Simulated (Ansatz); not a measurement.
**GeC (singlet): from Hartree-Fock to the top rungs at distance Ge1–C2 = 5.287 Å, cc-pVDZ**

Aim: climb from Hartree-Fock through coupled cluster and multireference methods for GeC (singlet) at one geometry and basis, and see what each rung misses.

Program: Ansatz 0.2.0, Gaussian basis. Level of theory: cc-pVDZ, core rule «outside noble gas», up to 15 orbitals frozen. These are calculated values, not measurements.

To be run: UHF; CCSD(T) on UHF; CISD; CCSDT(Q) on RHF; CCSDT(Q) on UHF; CCSDTQ on RHF; CASSCF and MRCISD+Q, 2 electrons in 2 orbitals; CASSCF and NEVPT2, 2 electrons in 2 orbitals; CASSCF and MRCISD+Q, 8 electrons in 8 orbitals; CASSCF and NEVPT2, 8 electrons in 8 orbitals; Full CI; Full CI in the symmetry of the determinant.

11 further runs of the same task are left out: 4 for a known fault of the program, 7 that didn't finish.

## Step 1: What is computed

The geometry derives from a PBE0/def2-TZVP stationary point (not a proven minimum). One bond is set to the value named and the two fragments are kept rigid. No spin-orbit coupling is included. The filled d shell of Ge may be among the frozen orbitals whatever the setting's name suggests; the logs give the count.

2 atoms, charge 0, spin multiplicity 1.

Atoms are counted from 1 here; the program's logs count them from 0.

No contacts short enough for the rule that draws bonds.

Coordinates:

```mol
CGe
  3D, bonds by distance, orders not assigned

  2  0  0  0  0  0  0  0  0  0999 V2000
    0.0000    0.0000    0.0000 Ge  0  0
    0.0000    0.0000    5.2870 C   0  0
M  END
```

## Step 2: UHF

in.yaml

```yaml
crystal:
  periodic: [false, false, false]
  atoms:
    - {symbol: Ge, position_ang: [0.000000, 0.000000, 0.000000]}
    - {symbol: C, position_ang: [0.000000, 0.000000, 5.287000]}
basis:
  gaussian: {orbitals: cc-pVDZ}
magnetization: {spin_polarized: true, initial_magnetization: 0}
hamiltonian: {xc: hf}
output: {orbitals: {seedname: orbitals}}
```

Command:

```bash
$ ansatz run in.yaml --threads 1 --pin off --events-out ev --progress --plain --max-ram 4096MiB --backend cpu
```

The runs that follow: CCSD(T) on UHF; CISD; CCSDT(Q) on RHF; CCSDT(Q) on UHF; CCSDTQ on RHF; CASSCF and MRCISD+Q, 2 electrons in 2 orbitals; CASSCF and NEVPT2, 2 electrons in 2 orbitals; CASSCF and MRCISD+Q, 8 electrons in 8 orbitals; CASSCF and NEVPT2, 8 electrons in 8 orbitals; Full CI; Full CI in the symmetry of the determinant.

Before running them: what should the planned runs give, taken together? Wanted: FCI below the UHF energy; UMP2 from FCI; UCCSD(T) from FCI; UCCSDT(Q) from FCI; NEVPT2 pair from FCI; MRCISD+Q pair from FCI; NEVPT2 valence from FCI; effectively unpaired electrons.

As calculated:

```
                         quantity                        value
         FCI below the UHF energy                   -3.5688 eV
                    UMP2 from FCI                  +1065.5 meV
                UCCSD(T) from FCI                     +7.1 meV
               UCCSDT(Q) from FCI                    -10.1 meV
             NEVPT2 pair from FCI                  +3914.6 meV
           MRCISD+Q pair from FCI                  +2607.3 meV
          NEVPT2 valence from FCI                   +712.9 meV
levels within 1 kcal/mol (43 meV)  UCCSD(T), UCCSDT, UCCSDT(Q)
   effectively unpaired electrons                         4.38
```

UCCSD(T) lands +7.1 meV from the yardstick (0.2 % of the correlation energy). UCCSDT, UCCSDT(Q), MRCISD+Q valence fall below full CI: unrestricted runs freeze a spin-polarised core, another one than full CI's, and coupled cluster isn't variational. With 4.4 effectively unpaired electrons against 0 the state is strongly multireference. Coupled cluster on one determinant still stays close here. Of the multireference levels listed MRCISD+Q valence comes nearest in total energy (-50.7 meV), which doesn't show that its space is the better one. The lowest state has another symmetry than the determinant, whose own symmetry lies 0.01 eV higher, so single-reference misses include that gap. These misses are within one basis, not against nature.
